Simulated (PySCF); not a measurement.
# GeH5P (GeH3PH2): the cost of one run

Programs: PySCF 2.14.0, with density-fitted response routines of our own. Each step states its level of theory. These are calculated values for one molecule, in the gas phase or a continuum, unless marked as measured. Atoms are numbered from 0 throughout.

### Step 1. The starting structure

7 atoms, charge 0, multiplicity 1; geometry from: GFN2-xTB. The atoms were then displaced at random by about 0.01 Å, so the start is not that level's minimum.

Bonds of the start (Å): P0–Ge1 2.31, P0–H2 1.39, P0–H3 1.37, Ge1–H4 1.49, Ge1–H5 1.51, Ge1–H6 1.50.

### Step 2. Relaxing the molecule at PBE0-D3(BJ)/def2-SVP

What the job is given:

```
{"job": {"xc": "PBE0", "basis": "def2-SVP", "d3": "d3bj", "grid": 1, "shake": 0.01, "kind": "geom"}, "charge": 0, "multiplicity": 1}
P      1.300320    -0.149300     0.873070
Ge    -0.778540     0.169440    -0.094340
H      1.921530     0.537620    -0.164970
H      1.500130    -1.359570     0.263820
H     -1.809080    -0.686170     0.567240
H     -1.243360     1.593580     0.065300
H     -0.857050    -0.134700    -1.560050
```

Run with:

```console
> OMP_NUM_THREADS=1 python probes_run.py task.json out
```

This one command runs all jobs of the session in turn.

**Question.** How long does this first job take on 1 thread of Arm Neoverse V1, shared host, and how much memory does it need?

About 8.1 s, with a peak of 0.32 GiB.
